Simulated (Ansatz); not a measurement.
# Ti: the cost of one run

Program: Ansatz 0.2.0. Level of theory: DFT PBEsol, scalar-relativistic. These are calculated values, not measurements.

## (1) The system as given

It takes space group Im-3m (No. 229, cubic). The conventional cell has a = 3.282 Å, b = 3.282 Å, c = 3.282 Å, α = 90.00°, β = 90.00°, γ = 90.00°. Around Ti (site symmetry m-3m) lie 8 Ti at 2.84 Å.

Structure file:

```cif
data_structure
_symmetry_space_group_name_H-M 'Im-3m'
_symmetry_Int_Tables_number 229
_cell_length_a 3.2820
_cell_length_b 3.2820
_cell_length_c 3.2820
_cell_angle_alpha 90.000
_cell_angle_beta 90.000
_cell_angle_gamma 90.000
_cell_volume 35.35
loop_
_atom_site_label
_atom_site_type_symbol
_atom_site_symmetry_multiplicity
_atom_site_Wyckoff_symbol
_atom_site_fract_x
_atom_site_fract_y
_atom_site_fract_z
_atom_site_occupancy
Ti1 Ti 2 a 0.00000 0.00000 0.00000 1
```

The file gives the conventional cell by its symmetry; the runs use the cell typed in the input.

## (2) After the deformation

Space group Im-3m before, R-3m after.

## (3) All-electron LAPW

Contents of input.yaml:

```yaml
crystal:
  lattice:
    - [-1.60818, 1.641, 1.641]
    - [1.641, -1.60818, 1.641]
    - [1.641, 1.641, -1.60818]
  atoms:
    - { symbol: Ti, position: [0.0, 0.0, 0.0] }
kpoints:
  mp_grid: { grid: [14, 14, 14] }
  band_path:
    path:
      - [0.0, 0.0, 0.0]
      - [0.0, 0.0, 0.5]
      - [-0.5, 0.5, 0.5]
      - [-0.7448729721, 0.2551270279, 0.2551270279]
      - [0.2551270279, 0.2551270279, 0.2551270279]
      - [0.0, 0.0, 0.0]
      - [-0.5, 0.0, 0.5]
    npoints: 5
scf:
  occupations: { method: fermi_dirac, width: 0.05 }
hamiltonian:
  xc: pbesol
  pseudopotentials: { kind: all_electron, lapw: { basis_error: 0.00025 } }
output:
  forces: true
  stress: true
  eigenvalues: true
```

The run is started by

```
$ ansatz run input.yaml --threads 1 --pin off --max-ram 3072MiB --backend cpu --events-out ev --progress --plain --runs-dir out
```

What time and memory should one allow on 1 thread of Arm Neoverse V2, shared host?

About 13 s, with a peak of 0.39 GiB.
